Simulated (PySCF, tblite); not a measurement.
# C7H14PSi−: geometry, infrared bands and NMR shifts

Aim: predict the infrared bands and NMR shifts of C7H14PSi− (`CC#C[P-]C[Si](C)(C)C`).

The runs use tblite 0.8.0 and PySCF 2.14.0, with density-fitted response routines of our own; the level of theory stands in each step. All values are computed, except where a source is named. Atoms count from 0, in the outputs and in this text.

## (1) The starting structure

23 atoms, charge -1, multiplicity 1; geometry from: force field or distance geometry start.

Bonds of the start (Å): C0–C1 1.47, C1–C2 1.19, C2–P3 1.84, P3–C4 1.86, C4–Si5 1.87, Si5–C6 1.88, Si5–C7 1.87, Si5–C8 1.88, C0–H9 1.09, C0–H10 1.10, C0–H11 1.09, C4–H12 1.09, C4–H13 1.10, C6–H14 1.09, C6–H15 1.08, C6–H16 1.10, C7–H17 1.09, C7–H18 1.09, C7–H19 1.10, C8–H20 1.09, C8–H21 1.10, C8–H22 1.09.

## (2) Optimising the geometry with GFN2-xTB

The job: settings as JSON, then the geometry in Å.

```
{"job": {"kind": "relax", "xc": "GFN2-xTB", "basis": "xTB"}, "charge": -1, "multiplicity": 1}
C      4.780800    -0.336700     0.547600
C      3.439300    -0.858900     0.234500
C      2.363600    -1.303600     0.000100
P      0.684800    -1.947500    -0.385500
C     -0.554200    -0.886500    -1.273800
Si    -1.527300     0.174700    -0.076600
C     -0.403300     1.354600     0.868300
C     -2.502700    -0.867100     1.137500
C     -2.739900     1.213200    -1.073300
H      5.276900    -0.960900     1.292000
H      4.700300     0.678800     0.951100
H      5.389300    -0.302000    -0.350100
H     -0.032600    -0.246000    -1.989200
H     -1.232900    -1.526100    -1.849400
H      0.257000     0.815600     1.551300
H      0.208700     1.937800     0.194600
H     -0.999400     2.049500     1.474200
H     -3.150700    -0.243300     1.753800
H     -1.849400    -1.434500     1.802900
H     -3.141900    -1.578500     0.602800
H     -3.430400     0.576100    -1.629200
H     -3.336500     1.856400    -0.408800
H     -2.203900     1.862100    -1.771300
```

On the command line:

```
OMP_NUM_THREADS=1 python probes_run.py task.json out
```

One launch serves the whole session: the jobs run in the order shown.

**Question.** This job is followed by: GFN2-xTB harmonic vibrations, gas phase; GIAO PBE0/pcSseg-1 NMR shielding, non-relativistic, gas phase. Predict these results of the whole session: strongest infrared band; zero-point energy (GFN2-xTB); 13C shifts against TMS (PBE0/pcSseg-1); 1H shifts against TMS (PBE0/pcSseg-1); 31P shifts against H3PO4 (PBE0/pcSseg-1); 29Si shifts against TMS (PBE0/pcSseg-1).

As calculated:

| quantity | value |
| --- | --- |
| strongest infrared band | 879 cm⁻¹, 320 km/mol |
| zero-point energy (GFN2-xTB) | 114.8 kcal/mol |
| 13C shifts against TMS (PBE0/pcSseg-1) | 117.3, 98.5, 10.1, 10.1, 0.6 ppm |
| 1H shifts against TMS (PBE0/pcSseg-1) | 2.41, 0.44, -0.06 ppm |
| 31P shifts against H3PO4 (PBE0/pcSseg-1) | -168.4 ppm |
| 29Si shifts against TMS (PBE0/pcSseg-1) | -17.0 ppm |

**Reading.** The optimisation took 114 steps and gained 0.755 eV; among the bonds of the start, C2–P3 changed most, from 1.839 to 1.733 Å. No mode is imaginary among the 63: a minimum at this level. The strongest single mode, at 879 cm⁻¹, moves mainly Si5, H16, H17 and H21. Unscaled tight-binding wavenumbers are off by several per cent, some by more. Its intensities can rank the bands wrongly. At PBE0/pcSseg-1: The widest tensor belongs to P3: span 410 ppm, with a paramagnetic part of -480 ppm. At PBE0/pcSseg-1 the HOMO lies above zero (+0.62 eV), as often for anions in the gas phase: only the finite basis holds the outer electrons, and counter-ions or solvent are missing.
